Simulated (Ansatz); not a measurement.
# Ca3Mg: the cost of one run

Program: Ansatz 0.2.0 through its Python package. Level of theory: DFT LDA, plane waves, PAW. These are calculated values, not measurements.

## Step 1: The system

Symmetry: Fm-3m, No. 225, cubic system. The conventional cell has a = 8.320 Å, b = 8.320 Å, c = 8.320 Å, α = 90.00°, β = 90.00°, γ = 90.00°. Ca (site symmetry m-3m) is surrounded by 8 Ca at 3.60 Å. Around Ca (site symmetry -43m) lie 4 Ca at 3.60 Å and 4 Mg at 3.60 Å. Mg (site symmetry m-3m) is surrounded by 8 Ca at 3.60 Å.

The script holds or builds the structure itself.

## Step 2: The script

File ca3mg.py:

```python
'''A few tens of MD steps for Ca3Mg.'''

import warnings

import ansatz as az
import matplotlib.pyplot as plt
import numpy as np


def main() -> None:
    warnings.simplefilter('ignore', az.DeckWarning)

    structure = (
        az.Lattice.fcc(8.31985)
        .space_group(225)
        .atom('Ca', [0.5, 0.0, 0.0])
        .atom('Ca', [0.25, 0.75, 0.75])
        .atom('Mg', [0.0, 0.0, 0.0])
        .primitive()
    )

    # a coarse mesh keeps each step cheap
    setup = (
        structure.supercell(2, 1, 1).calculation()
        .functional('LDA')
        .pseudopotentials('paw')
        .basis(18 * az.Ha)
        .kpoints(density=0.9)
        .occupations(az.OccupationsMethod.FERMI_DIRAC, width=0.1)
        .md('npt_langevin', timestep=3.0, steps=20, temperature=100, pressure=5, initial_velocities='maxwell_boltzmann', seed=335)
    )
    steps = []


    def collect(event):
        if event['event'] == 'md_step':
            steps.append(event['data'])


    done = setup.session().plan().execute(on_event=collect)
    rep = done.report

    for s in steps[::2]:
        print('%3d %7.1f fs  total %.4f eV  T %6.1f K' % (s['step'], s['time_fs'], s['lagrangian_ev'] + s['e_kin_ev'], s['temperature_k']))

    temperature = np.array([s['temperature_k'] for s in steps])
    print(f'mean temperature of the second half {temperature[len(steps) // 2 :].mean():.1f} K')

    time = [s['time_fs'] for s in steps]
    fig, ax = plt.subplots(figsize=(5, 3))
    ax.plot(time, [s['lagrangian_ev'] - steps[0]['lagrangian_ev'] for s in steps], label='potential')
    ax.plot(time, [s['e_kin_ev'] for s in steps], label='kinetic')
    ax.set(xlabel='time (fs)', ylabel='energy (eV)')
    ax.legend()
    fig.tight_layout()
    fig.savefig('md.png', dpi=100)

    with open('trajectory.xyz', 'w') as handle:
        for s in steps[::5]:
            handle.write(f'{len(s["positions_ang"])}\nt = {s["time_fs"]} fs\n')
            for site, xyz in zip(done.lattice.sites, s['positions_ang']):
                handle.write('{} {:.4f} {:.4f} {:.4f}\n'.format(site.symbol, *xyz))

    kept = np.array([s['conserved_ev'] for s in steps], float)
    print(f'conserved energy drifts by {1000 * (kept[-1] - kept[0]) / len(done.lattice.sites):+.3f} meV/atom')


if __name__ == '__main__':
    main()
```

## Step 3: The run

Started as:

```
$ python ca3mg.py
```

What time and memory should one allow on 1 thread of Arm Neoverse V2, shared host?

About 52 s, with a peak of 0.62 GiB.
